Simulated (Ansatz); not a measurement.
GaGe3:

```
CELL_PARAMETERS angstrom
0.00000 3.38717 3.38717
3.38717 0.00000 3.38717
3.38717 3.38717 0.00000
ATOMIC_POSITIONS crystal
Ge 0.50000 0.50000 0.50000
Ge 0.75000 0.75000 0.75000
Ge 0.25000 0.25000 0.25000
Ga 0.00000 0.00000 0.00000
```

The cell comes from a database or a generator and needn't be the stable form of this composition.

| Quantity | Value |
| --- | --- |
| Program | Ansatz 0.2.0 |
| Task | relaxation of cell and atoms |
| Functional | PBEsol |
| Potentials or basis | Ansatz PAW |
| Cutoff | 420 eV (not typed: the program's choice for these potentials) |
| k mesh | 7 × 7 × 7 |
| Occupations | fermi-dirac, width 0.05 eV |
| Spin | no spin polarisation |

At the start: volume 19.43 Å³/atom.

**Question.** How do energy, volume and symmetry change on relaxing?

**Answer.** It ends after 5 steps and the volume is 18.28 Å³/atom (-5.9 %); space group Fm-3m (No. 225, to 0.05 Å).

Step by step:
| step | energy change (eV) | largest force (eV/Å) | volume (Å³) |
| --- | --- | --- | --- |
| 1 | 0.0000 | 0.0000 | 77.72 |
| 2 | -0.0432 | 0.0000 | 70.80 |
| 3 | -0.0606 | 0.0000 | 73.40 |
| 4 | -0.0609 | 0.0000 | 73.13 |
| 5 | -0.0599 | 0.0000 | 73.13 |

Final structure:
```xyz
4
Lattice="0.0000 3.3190 3.3190 3.3190 0.0000 3.3190 3.3190 3.3190 0.0000" Properties=species:S:1:pos:R:3 pbc="T T T"
Ge    3.3190    3.3190    3.3190
Ge    4.9786    4.9786    4.9786
Ge    1.6595    1.6595    1.6595
Ga    0.0000    0.0000    0.0000
```

Caveat: the plane-wave basis is chosen anew once the cell has moved, so the energies of steps on either side of that aren't comparable; the PAW data sets come from PBE, with cores solved anew for the run's functional, which leaves a small shift of forces and pressure.
